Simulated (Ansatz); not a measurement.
**CHFSSe: one species, many methods**

Aim: compute CHFSSe with functionals from several rungs and with coupled cluster. The yardstick is the atomisation energy at the CCSD(T) limit.

Computed with Ansatz 0.2.0, Gaussian basis. Level: functionals in def2-TZVPP, the program's frozen cores in correlated methods.

Plan: LDA (SPW92), PBE-D4, revPBE-D4, BLYP-D4, r2SCAN-D4, B97M-V, PBE0-D4, B3LYP-D4, r2SCANh-D4, r2SCAN0-D4, HSE06-D4, BHLYP-D4, CAM-B3LYP-D4, LC-ωPBE, ωB97X-V, ωB97M-V, B2PLYP, PBE-QIDH; CCSD(T)/def2-SVP; CCSD(T)/def2-TZVPP; MP2/def2-QZVPP; extrapolation to the limit; RPA on PBE.

## 1. Structure used throughout

An earlier PBE0-D4 in a triple-zeta def2 set relaxation fixed the geometry.

SMILES `FC(S)=[Se]`, 5 atoms, charge 0, spin multiplicity 1.

Atoms are counted from 1 here; the program's logs count them from 0.

Bond lengths: F1–C2 1.328 Å, C2–S3 1.723 Å, C2–Se4 1.755 Å, S3–H5 1.348 Å. Angles: F1–C2–S3 113.2°, F1–C2–Se4 122.6°, S3–C2–Se4 124.2°, C2–S3–H5 96.8°.

## 2. LDA

This LDA is Slater exchange with PW92 correlation.

in.yaml reads:

```yaml
crystal:
  periodic: [false, false, false]
  atoms:
    - {symbol: F, position_ang: [-0.791915, -0.414917, 1.031803]}
    - {symbol: C, position_ang: [-0.378649, -0.195724, -0.210591]}
    - {symbol: S, position_ang: [1.175455, 0.544311, -0.288524]}
    - {symbol: Se, position_ang: [-1.337638, -0.625727, -1.615494]}
    - {symbol: H, position_ang: [1.382647, 0.618358, 1.041406]}
basis:
  gaussian: {orbitals: def2-TZVPP}
hamiltonian: {xc: lda}
output: {orbitals: {seedname: orbitals}}
```

On the command line:

```bash
$ ansatz run in.yaml --threads 2 --pin off --events-out ev --progress --plain --max-ram 4352MiB
```

The runs that follow: PBE-D4 (GGA); revPBE-D4 (GGA); BLYP-D4 (GGA); r2SCAN-D4 (meta-GGA); B97M-V (meta-GGA); B3LYP-D4 (hybrid); r2SCANh-D4 (hybrid); r2SCAN0-D4 (hybrid); HSE06-D4 (hybrid); BHLYP-D4 (hybrid); CAM-B3LYP-D4 (range-separated); LC-ωPBE (range-separated); ωB97X-V (range-separated); ωB97M-V (range-separated); B2PLYP (double hybrid); PBE-QIDH (double hybrid); CCSD(T) in def2-SVP; CCSD(T) in def2-TZVPP; MP2 in def2-QZVPP; RPA on PBE orbitals.

**Question.** What will the summary of the whole plan be? Wanted: atomisation energy, CCSD(T)/CBS; farthest beyond LDA; mean size of error, GGA; mean size of error, meta-GGA; mean size of error, hybrid; mean size of error, range-separated; mean size of error, double hybrid; gap, smallest and largest; T1 diagnostic.

**Answer**, as computed:

| quantity | value |
| --- | --- |
| atomisation energy, CCSD(T)/CBS | 385.2 kcal/mol |
| functionals within 3.9 kcal/mol (1.0 %) | B3LYP-D4, r2SCANh-D4, ωB97X-V, ωB97M-V |
| farthest beyond LDA | BHLYP-D4 (-29.6 kcal/mol) |
| mean size of error, GGA | 14.9 kcal/mol |
| mean size of error, meta-GGA | 5.7 kcal/mol |
| mean size of error, hybrid | 8.6 kcal/mol |
| mean size of error, range-separated | 3.4 kcal/mol |
| mean size of error, double hybrid | 5.3 kcal/mol |
| gap, smallest and largest | 2.57 eV (BLYP-D4), 9.24 eV (LC-ωPBE) |
| T1 diagnostic | 0.0158 |
| triples share of the correlation energy | 4.4 % |

The LDA atomisation energy is off by 95.8 kcal/mol (25 %): it overbinds. PBE-D4 misses by +26.4 kcal/mol. Double hybrids carry the basis error of their MP2 part in triple zeta, and no dispersion term here, so their miss is partly the set-up's. Taken by rung, range-separated functionals do best (3.4 kcal/mol on average) and GGA ones worst beyond LDA (14.9 kcal/mol). Misses under about 3.9 kcal/mol are within the doubt on the reference itself, which lacks core-valence correlation, relativity and higher excitations, and its outer-core shells are covered unevenly. All levels share the lack of spin-orbit coupling, which lowers the free heavy atoms and so the true binding. Hartree-Fock recovers 59 % of the binding; the rest is correlation. CCSD(T) in def2-SVP is off by -34.7 kcal/mol, worse than the median functional, from the basis alone. The gap grows from 2.6 to 9.2 eV across the functionals, mostly with the share of exact exchange. The restricted reference is unstable towards a spin-broken one. Correlated methods include outer-core shells of Se, which these sets cover unevenly.
